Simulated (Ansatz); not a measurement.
# C2H8AlNO: the cost of one run

Method: RKS B3LYP-D4/def2-SVP, in Ansatz 0.2.0.

## (1) Starting point

Bond lengths: N1–C2 1.437 Å, C2–Al3 1.970 Å, Al3–C4 1.991 Å, C4–O5 1.364 Å, N1–H6 1.120 Å, N1–H7 1.025 Å, C2–H8 1.069 Å, C2–H9 1.074 Å, Al3–H10 1.642 Å, C4–H11 1.118 Å, C4–H12 1.153 Å, O5–H13 0.945 Å. Angles (14 of 19 angles, heavy atoms first): N1–C2–Al3 108.2°, C2–Al3–C4 123.3°, Al3–C4–O5 113.8°, N1–C2–H8 110.7°, N1–C2–H9 110.0°, Al3–C2–H8 108.6°, Al3–C2–H9 108.6°, C2–N1–H6 105.9°, C2–N1–H7 111.9°, C2–Al3–H10 119.8°, C4–Al3–H10 116.9°, Al3–C4–H11 110.1°, Al3–C4–H12 103.8°, O5–C4–H11 115.8°.

As a file:

```xyz
13

N    -0.8625    2.1347    1.0843
C    -1.1127    0.9562    0.3006
Al    0.5691   -0.0613    0.1649
C     0.7354   -1.7718   -0.8407
O     1.5665   -1.6962   -1.9200
H    -1.8024    2.7410    1.0348
H    -0.7413    1.9144    2.0777
H    -1.8479    0.3396    0.7708
H    -1.4260    1.2330   -0.6882
H     1.9218    0.4946    0.9116
H     0.9306   -2.6160   -0.1344
H    -0.3342   -1.9723   -1.2227
H     2.4240   -1.7306   -1.5238
```

## (2) Relaxing end A

input.yaml

```yaml
crystal:
  periodic: [false, false, false]
  atoms:
    - { symbol: "N", position_ang: [-0.8625, 2.1347, 1.0843] }
    - { symbol: C, position_ang: [-1.1127, 0.9562, 0.3006] }
    - { symbol: Al, position_ang: [0.5691, -0.0613, 0.1649] }
    - { symbol: C, position_ang: [0.7354, -1.7718, -0.8407] }
    - { symbol: O, position_ang: [1.5665, -1.6962, -1.92] }
    - { symbol: H, position_ang: [-1.8024, 2.741, 1.0348] }
    - { symbol: H, position_ang: [-0.7413, 1.9144, 2.0777] }
    - { symbol: H, position_ang: [-1.8479, 0.3396, 0.7708] }
    - { symbol: H, position_ang: [-1.426, 1.233, -0.6882] }
    - { symbol: H, position_ang: [1.9218, 0.4946, 0.9116] }
    - { symbol: H, position_ang: [0.9306, -2.616, -0.1344] }
    - { symbol: H, position_ang: [-0.3342, -1.9723, -1.2227] }
    - { symbol: H, position_ang: [2.424, -1.7306, -1.5238] }
basis:
  gaussian: { orbitals: def2-SVP }
hamiltonian:
  xc: b3lyp
  dispersion: d4
relax:
  f_tol: 0.015
  max_steps: 40
```

The run is started by

```bash
> ansatz run input.yaml --threads 2 --pin off --max-ram 3072MiB --backend cpu --events-out ev --progress --plain --runs-dir out
```

Q: Estimate wall time and peak memory on 2 threads of AMD EPYC 9R45 (Zen 5), shared host.

About 27 s, with a peak of 0.26 GiB.
